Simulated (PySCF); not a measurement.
# C4H8ClFO2S: the cost of one run

Programs: PySCF 2.14.0, with routines of our own; each step states its level. All values are computed. Atoms count from 0.

## 1. The system as given

17 atoms, charge 0, multiplicity 1; geometry from: GFN2-xTB.

## 2. Vibronic structure: TDA B3LYP/def2-SVP

What the job is given:

```
{"job": {"kind": "vib", "xc": "B3LYP", "basis": "def2-SVP", "tda": true}, "charge": 0, "multiplicity": 1}
C     -2.069550    -0.142626    -0.377913
C     -0.798593     0.684838    -0.371430
F     -1.104406     1.960937     0.076289
C      0.298086     0.122293     0.529075
C      1.512937     1.016877     0.591894
S      0.802276    -1.424575    -0.285494
O     -0.127361    -2.481637    -0.049610
O      1.193099    -1.147370    -1.628927
Cl     2.484270    -1.941401     0.723959
H     -2.813806     0.340449    -1.006670
H     -2.467885    -0.223436     0.631175
H     -1.864842    -1.136573    -0.760733
H     -0.398034     0.811759    -1.384722
H     -0.089874    -0.156902     1.506732
H      2.223124     0.665721     1.335600
H      1.215177     2.034010     0.843400
H      1.998384     1.029664    -0.382535
```

With the program's defaults for keys left out, this is: TDA B3LYP/def2-SVP vertical-gradient vibronic structure (displaced harmonic oscillators, Condon), gas phase.

Run with:

```bash
$ OMP_NUM_THREADS=1 python excited_run.py task.json out
```

This one command runs all jobs of the session in turn.

Q: Estimate the wall time and peak memory of this first job on 1 thread of Arm Neoverse V2, shared host.

About 41 s, with a peak of 0.92 GiB.
